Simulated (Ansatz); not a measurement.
# AlBH4O2: the cost of one run

Method: RKS PBE0/def2-SVP, in Ansatz 0.2.0.

### Step 1. The starting structure

Bond lengths: B1–O2 1.395 Å, O2–Al3 1.839 Å, Al3–O4 1.784 Å, B1–H5 1.224 Å, B1–H6 1.222 Å, Al3–H7 1.607 Å, O4–H8 1.025 Å. Angles: B1–O2–Al3 103.3°, O2–B1–H5 122.8°, O2–B1–H6 122.5°, H5–B1–H6 114.3°, O2–Al3–O4 120.2°, O2–Al3–H7 119.3°, O4–Al3–H7 120.2°, Al3–O4–H8 101.6°.

Coordinates:

```xyz
8

B    -0.2567    1.5139   -0.0824
O     0.8702    0.9073    0.4731
Al    0.7156   -0.8449   -0.0618
O    -0.0750   -2.0418    0.9996
H    -0.2434    2.0626   -1.1762
H    -1.3005    1.6545    0.5375
H     1.4287   -1.3163   -1.4223
H    -1.0467   -1.9923    0.6768
```

### Step 2. End point A

input.yaml reads:

```yaml
crystal:
  periodic: [false, false, false]
  atoms:
    - { symbol: B, position_ang: [-0.2567, 1.5139, -0.0824] }
    - { symbol: O, position_ang: [0.8702, 0.9073, 0.4731] }
    - { symbol: Al, position_ang: [0.7156, -0.8449, -0.0618] }
    - { symbol: O, position_ang: [-0.075, -2.0418, 0.9996] }
    - { symbol: H, position_ang: [-0.2434, 2.0626, -1.1762] }
    - { symbol: H, position_ang: [-1.3005, 1.6545, 0.5375] }
    - { symbol: H, position_ang: [1.4287, -1.3163, -1.4223] }
    - { symbol: H, position_ang: [-1.0467, -1.9923, 0.6768] }
basis:
  gaussian: { orbitals: def2-SVP }
hamiltonian:
  xc: pbe0
relax:
  f_tol: 0.02
  max_steps: 50
output:
  orbitals: {}
```

The run is started by

```bash
$ ansatz run input.yaml --threads 1 --pin off --max-ram 2048MiB --backend cpu --events-out ev --progress --plain --runs-dir out
```

Q: Estimate wall time and peak memory on 1 thread of Arm Neoverse N1, shared host.

About 82 s, with a peak of 0.15 GiB.
